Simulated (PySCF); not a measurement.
# ClLuO (Lu(O)(Cl)): the cost of one run

Program: PySCF 2.14.0. Level of theory: PBE0, Lu def2-SVP with ECP28, O def2-SVP, Cl def2-SVP; scalar-relativistic core potentials, no spin–orbit coupling. These are calculated values, not measurements.

1 further run of the same task is left out (for a known fault of the program).

## 1. The starting structure

3 atoms, charge 0, spin multiplicity 1.

Bond lengths: Lu1–O2 1.780 Å, Lu1–Cl3 2.425 Å. Angles: O2–Lu1–Cl3 114.8°.

Geometry (Å):

```
atom    x (Å)   y (Å)    z (Å)
 Lu1   0.2090  0.0000  -0.3747
  O2   1.6807  0.0000   0.6261
 Cl3  -1.8691  0.0000   0.8750
```

Formal oxidation states: Lu +3. An earlier session relaxed this geometry at PBE0, Lu def2-SVP with ECP28, O def2-SVP, Cl def2-SVP (singlet, point group Cs).

Its energy there is -1771.187012 Eh.

## 2. One electron removed, multiplicity 2

The input, run.py (the lines that set the calculation):

```python
mol = gto.M(atom='''
Lu     0.20900     0.00000    -0.37474
O      1.68073     0.00000     0.62608
Cl    -1.86905     0.00000     0.87497''',
    basis={'Lu': 'def2-SVP', 'O': 'def2-SVP', 'Cl': 'def2-SVP'},
    ecp={'Lu': 'def2-SVP'},
    charge=1, spin=1)
mf = dft.UKS(mol, xc='PBE0')
mf.grids.atom_grid = (50, 194)  # f atoms: unpruned, at least (60, 302)
mf = mf.density_fit()  # fitting sets: Lu def2-universal-JKFIT, O def2-universal-JKFIT, Cl def2-universal-JKFIT
mf.conv_tol = 1e-08; mf.max_cycle = 55
mf.kernel(dm0)  # dm0: the density of the relaxed state
```

On the command line:

```sh
OMP_NUM_THREADS=2 python run.py
```

**Question.** How long does this run take on 2 threads of Arm Neoverse V2, shared host?

About 4.7 s.
